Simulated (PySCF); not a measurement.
# Ge₃H₉NS: electronic excitations

What electronic excitations should Ge₃H₉NS (`[NH2][Ge]([SH])([GeH3])[GeH3]`) show?

Programs: PySCF 2.14.0, with density-fitted response routines of our own. Each step states its level of theory. These are calculated values for one molecule in the gas phase, unless marked as measured. Atoms are numbered from 0 throughout.

### 1 The molecule as given

14 atoms, charge 0, multiplicity 1; geometry from: GFN2-xTB.

Bonds of the start (Å): N0–Ge1 1.85, Ge1–S2 2.24, Ge1–Ge3 2.45, Ge1–Ge4 2.44, N0–H5 1.01, N0–H6 1.01, S2–H7 1.32, Ge3–H8 1.51, Ge3–H9 1.50, Ge3–H10 1.51, Ge4–H11 1.50, Ge4–H12 1.50, Ge4–H13 1.50.

### 2 Ultraviolet spectrum: wB97X-D/def2-SVPD

What the job is given:

```
{"job": {"kind": "uv", "xc": "wB97X-D", "basis": "def2-SVPD", "nstates": 8, "ntriplets": 3}, "charge": 0, "multiplicity": 1}
N     -0.487283    -1.540525     1.091111
Ge    -0.097922    -0.299561    -0.221360
S     -0.212677    -1.534189    -2.082959
Ge    -1.788937     1.461447    -0.436843
Ge     2.188607     0.367990     0.287431
H     -1.387897    -1.996077     1.013733
H     -0.384424    -1.217842     2.043629
H      0.562647    -2.483165    -1.584412
H     -3.182089     0.918998    -0.262391
H     -1.797302     2.204414    -1.738513
H     -1.658172     2.517715     0.629131
H      2.541153     0.220591     1.740942
H      3.221490    -0.424702    -0.461609
H      2.482130     1.804433    -0.040056
```

Method: TDDFT wB97X-D/def2-SVPD, vertical, gas phase, core orbitals frozen in the response.

On the command line:

```bash
$ OMP_NUM_THREADS=1 python probes_run.py task.json out
```

The driver reads the jobs from task.json and runs them one after another.

What it wrote:

```text
coarse grid: 55936 points
cycle   1  E = -6688.5578523684  dE = -1.697e+00  |g| = 7.125e-01  |ddm| = 4.361e+00
cycle   2  E = -6688.5664686801  dE = -8.616e-03  |g| = 7.386e-01  |ddm| = 1.992e+00
cycle   3  E = -6688.6475252236  dE = -8.106e-02  |g| = 5.058e-02  |ddm| = 9.089e-01
cycle   4  E = -6688.6481497701  dE = -6.245e-04  |g| = 2.976e-02  |ddm| = 1.690e-01
cycle   5  E = -6688.6483650076  dE = -2.152e-04  |g| = 5.961e-03  |ddm| = 5.769e-02
cycle   6  E = -6688.6483769760  dE = -1.197e-05  |g| = 1.938e-03  |ddm| = 3.041e-02
cycle   7  E = -6688.6483781563  dE = -1.180e-06  |g| = 5.245e-04  |ddm| = 7.330e-03
final grid: 110200 points
cycle   8  E = -6688.6476417207  dE = -1.330e-06  |g| = 9.201e-04  |ddm| = 8.253e-03
cycle   9  E = -6688.6476417917  dE = -7.100e-08  |g| = 8.386e-04  |ddm| = 2.293e-03
cycle  10  E = -6688.6476418770  dE = -8.530e-08  |g| = 7.068e-05  |ddm| = 8.235e-04
cycle  11  E = -6688.6476418795  dE = -2.517e-09  |g| = 3.928e-05  |ddm| = 3.203e-04
cycle  12  E = -6688.6476418802  dE = -6.930e-10  |g| = 1.197e-05  |ddm| = 1.828e-04
converged SCF energy = -6688.6476418802

Static polarisability (au): isotropic 130.934, principal 112.410 132.543 147.849

Singlet excitations
state   eV       nm        f      main configurations
  1   5.4307    228.3   0.04047   H->L 0.64, H->L+1 0.26
  2   5.8132    213.3   0.01068   H-1->L 0.42, H->L+3 0.15, H->L+2 0.15
  3   5.9323    209.0   0.08812   H->L+1 0.41, H->L+2 0.31, H->L 0.11
  4   6.2374    198.8   0.02757   H->L+3 0.40, H-1->L+1 0.18, H-1->L+2 0.12
  5   6.3428    195.5   0.28185   H->L+2 0.22, H-1->L 0.20, H->L 0.14
  6   6.5253    190.0   0.01954   H-1->L+2 0.49, H->L+3 0.10, H-1->L+1 0.10
  7   6.7433    183.9   0.04160   H-1->L+1 0.37, H->L+2 0.12, H-1->L+2 0.10
  8   6.8338    181.4   0.02195   H-1->L+3 0.36, H->L+3 0.14, H->L+2 0.09

Triplet excitations (Tamm-Dancoff, eV): 4.9961 5.3658 5.4501
```

Run time: 2.2 min. Hardware: 1 thread of Arm Neoverse N1, shared host; peak memory 1 GiB.

Frontier orbitals and where they lie:

```tsv
orbital	eV	atoms
HOMO−3	-10.90	S2 22 %, N0 20 %, Ge1 16 %
HOMO−2	-10.33	S2 36 %, Ge1 20 %, Ge4 17 %
HOMO−1	-9.31	S2 40 %, N0 29 %, Ge1 11 %
HOMO	-8.81	S2 32 %, N0 18 %, Ge1 15 %
LUMO	0.88	Ge1 20 %, Ge4 18 %, S2 18 %
LUMO+1	1.13	Ge1 22 %, Ge4 22 %, Ge3 19 %
LUMO+2	1.48	S2 20 %, Ge3 20 %, Ge1 18 %
```

With each of the 8 states as a Gaussian band of 0.4 eV half-width at 1/e, the curve within the window shown has maxima at 196 nm (ε 15,000) L/(mol cm). Beyond the last state computed it falls off for lack of states. The curve at chosen wavelengths:

```
 nm  ε (L/mol/cm)
174          1470
177          2696
181          5131
184          7534
187         10213
190         12727
194         14912
197         15236
200         14463
204         12315
207         10396
210          8559
213          6965
217          5294
220          4353
223          3622
226          3042
230          2415
233          2010
236          1641
240          1203
243           920
246           681
249           488
253           298
256           198
```

Ground-state properties from the same run:

```tsv
property	computed
dipole moment (D)	1.85
polarisability (Å³)	19.40
HOMO–LUMO gap (eV)	9.69
−ε(HOMO) (eV)	8.81
```

### 3 Outcome

| quantity | value |
| --- | --- |
| lowest singlet (wB97X-D/def2-SVPD) | 5.43 eV (228 nm), f = 0.040 |
| brightest single state of those computed | state 5, 6.34 eV, f = 0.282 |
| lowest triplet | 5.00 eV |

**Reading.** The lowest singlet, at 5.43 eV, is HOMO→LUMO 0.64, HOMO→LUMO+1 0.26 and is weak; of the 8 states computed, the strongest absorption comes from state 5 at 6.34 eV. The lowest triplet lies 0.43 eV below the lowest singlet (triplets in Tamm-Dancoff, singlets in full TDDFT).
